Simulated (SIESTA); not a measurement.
A run of SIESTA 5.4.2 is set up as follows.

The input In2CuO4.fdf:

```
SystemName                      In2CuO4
SystemLabel                     In2CuO4
NumberOfSpecies                 3
NumberOfAtoms                   7
%block ChemicalSpeciesLabel
  1  49 In
  2  29 Cu
  3   8 O
%endblock ChemicalSpeciesLabel

LatticeConstant                 1.0 Ang
%block LatticeVectors
    -1.9785000000     1.9785000000     6.0400000000
     1.9785000000    -1.9785000000     6.0400000000
     1.9785000000     1.9785000000    -6.0400000000
%endblock LatticeVectors
AtomicCoordinatesFormat         Fractional
%block AtomicCoordinatesAndAtomicSpecies
     0.6546440000     0.6428800000     0.0055430000  1  In
     0.3485110000     0.3604810000    -0.0003750000  1  In
    -0.0079710000    -0.0061750000    -0.0070220000  2  Cu
     0.2582400000     0.7531010000     0.5091450000  3  O
     0.7441350000     0.2576900000     0.4985950000  3  O
     0.0068280000     0.5118190000     0.5141860000  3  O
     0.5083040000     0.0069090000     0.5084230000  3  O
%endblock AtomicCoordinatesAndAtomicSpecies

%block kgrid.MonkhorstPack
    9   0   0  0.0
    0   9   0  0.0
    0   0   9  0.0
%endblock kgrid.MonkhorstPack
XC.Functional                   GGA
XC.Authors                      PBE
PAO.BasisSize                   DZP
PAO.EnergyShift                 0.003 Ry
Mesh.Cutoff                     800 Ry
OccupationFunction              FD
ElectronicTemperature           0.05 eV
MaxSCFIterations                120
SCF.MustConverge                false
SCF.Mixer.Method                Pulay
SCF.Mixer.Weight                0.25
SCF.Mixer.History               8
SCF.DM.Tolerance                5.0e-05
SCF.H.Tolerance                 1.0e-03 eV
WriteForces                     true
Charge.Mulliken                 end
%block PAO.Basis
  In 4
  n=5 0 2
    6.996 0.000
  n=5 1 2
    9.500 0.000
  n=4 2 2
    4.106 0.000
  n=5 2 1
    9.500
  Cu 5
  n=3 0 2
    2.369 0.000
  n=4 0 2
    7.268 0.000
  n=3 1 2
    2.657 0.000
  n=4 1 1
    7.268
  n=3 2 2
    4.927 0.000
%endblock PAO.Basis
```

Potentials or basis: PseudoDojo 0.4 standard (PBE files), DZP (energy shift 0.003 Ry; two zetas on semicore shells).

Run with:

```bash
$ siesta In2CuO4.fdf > In2CuO4.out 2>&1
```

Question: Estimate the band gap on the k mesh.

Answer: None (metal or under the smearing width).

Question: Predict the largest force.

Answer: 1.529 eV/Å.

Question: Predict the pressure.

Answer: -12.4 GPa.

Forces on the atoms (eV/Å):
```
In   0.095 -0.125  1.426
In  -0.064  0.016 -1.528
Cu   0.547  0.450  0.099
O    0.079 -0.273  0.041
O   -0.145  0.283  0.039
O   -0.563  0.019 -0.042
O    0.053 -0.369 -0.036
```

Caveat: short orbitals over semicore shells can move pressures by several GPa; the basis of atomic orbitals isn't converged, which shifts pressures, moduli and gaps; an odd number of electrons without spin polarisation forces a metal; a magnetic or distorted state may lie lower; the run has no spin polarisation, though such a crystal can be magnetic; semilocal functionals often make such compounds metallic where correlation or magnetic order opens a gap, which also shifts bond lengths.
